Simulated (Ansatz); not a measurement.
# Ga4AsP3: the cost of one run

The runs shown are made with Ansatz 0.2.0. PAW datasets, plane waves. Spin-unpolarised throughout. Whether this structure exists isn't addressed.

### 1 Starting point

The cell was relaxed beforehand with r2SCAN.

It is monoclinic, Pm (No. 6); conventional cell a = 6.397 Å, b = 3.881 Å, c = 6.717 Å, β = 90.0°, 20.85 Å³ an atom. Near P stand 4 Ga at 2.37–2.38 Å; near P stand 4 Ga at 2.36–2.37 Å; near P stand 4 Ga at 2.35–2.38 Å; near As stand 4 Ga at 2.42–2.45 Å; near Ga stand 3 P at 2.36–2.37 Å and 1 As at 2.43 Å.

The structure in full:

```cif
data_structure
_symmetry_space_group_name_H-M 'Pm'
_symmetry_Int_Tables_number 6
_cell_length_a 6.3974
_cell_length_b 3.8808
_cell_length_c 6.7169
_cell_angle_alpha 90.000
_cell_angle_beta 90.006
_cell_angle_gamma 90.000
_cell_volume 166.76
loop_
_atom_site_label
_atom_site_type_symbol
_atom_site_symmetry_multiplicity
_atom_site_Wyckoff_symbol
_atom_site_fract_x
_atom_site_fract_y
_atom_site_fract_z
_atom_site_occupancy
P1 P 1 a 0.00056 0.00000 0.33079 1
P2 P 1 b 0.99876 0.50000 0.83559 1
P3 P 1 b 0.50027 0.50000 0.16753 1
As1 As 1 a 0.49795 0.00000 0.66603 1
Ga1 Ga 1 a 0.62939 0.00000 0.32638 1
Ga2 Ga 1 b 0.62919 0.50000 0.84053 1
Ga3 Ga 1 b 0.12827 0.50000 0.16667 1
Ga4 Ga 1 a 0.11562 0.00000 0.66647 1
```

### 2 PBE band path

Input file input.yaml:

```yaml
crystal:
  lattice:
    - [6.3973822449, 0.0, 0.0003112478]
    - [0.0, 3.8807973677, 0.0]
    - [0.0003299387, 0.0, 6.716942328]
  atoms:
    - { symbol: P, position: [-0.0005561977, 0.0, 0.3307920836] }
    - { symbol: P, position: [0.0012390729, 0.5, 0.8355916805] }
    - { symbol: P, position: [0.4997347524, 0.5, 0.1675334806] }
    - { symbol: As, position: [0.5020536499, 0.0, 0.6660286639] }
    - { symbol: Ga, position: [0.3706092519, 0.0, 0.3263827276] }
    - { symbol: Ga, position: [0.3708116198, 0.5, 0.8405320415] }
    - { symbol: Ga, position: [0.8717297021, 0.5, 0.1666743209] }
    - { symbol: Ga, position: [0.8843781487, 0.0, 0.6664650014] }
kpoints:
  mp_grid: { grid: [4, 6, 4] }
  band_path:
    path:
      - [0.0, 0.0, 0.0]
      - [-9.123468552399e-35, -0.5, 6.159561954812e-23]
      - [-9.490000812135e-22, -0.5, -0.5]
      - [-9.490000812135e-22, 1.765206078529e-23, -0.5]
      - [0.0, 0.0, 0.0]
      - [-0.5, -7.613600513844e-19, -0.5]
      - [-0.5, -0.5, -0.5]
      - [-9.123468552399e-35, -0.5, 6.159561954812e-23]
      - [-0.5, -0.5, 2.191203492288e-17]
      - [-0.5, -7.613777034452e-19, 2.191203492288e-17]
      - [0.0, 0.0, 0.0]
    npoints: 10
hamiltonian:
  xc: pbe
scf:
  occupations: { method: fermi_dirac, width: 0.02 }
  n_extra_bands: 6
output:
  forces: true
  stress: true
  eigenvalues: true
```

Launch:

```
$ ansatz run input.yaml --threads 4 --pin off --max-ram 6451MiB --backend cpu --events-out ev --progress --plain --runs-dir out
```

**Question.** How long does this run take on 4 threads of Intel Xeon Platinum 8375C at 2.90GHz (Ice Lake), shared host, and how much memory does it need?

About 12 s, with a peak of 0.81 GiB.
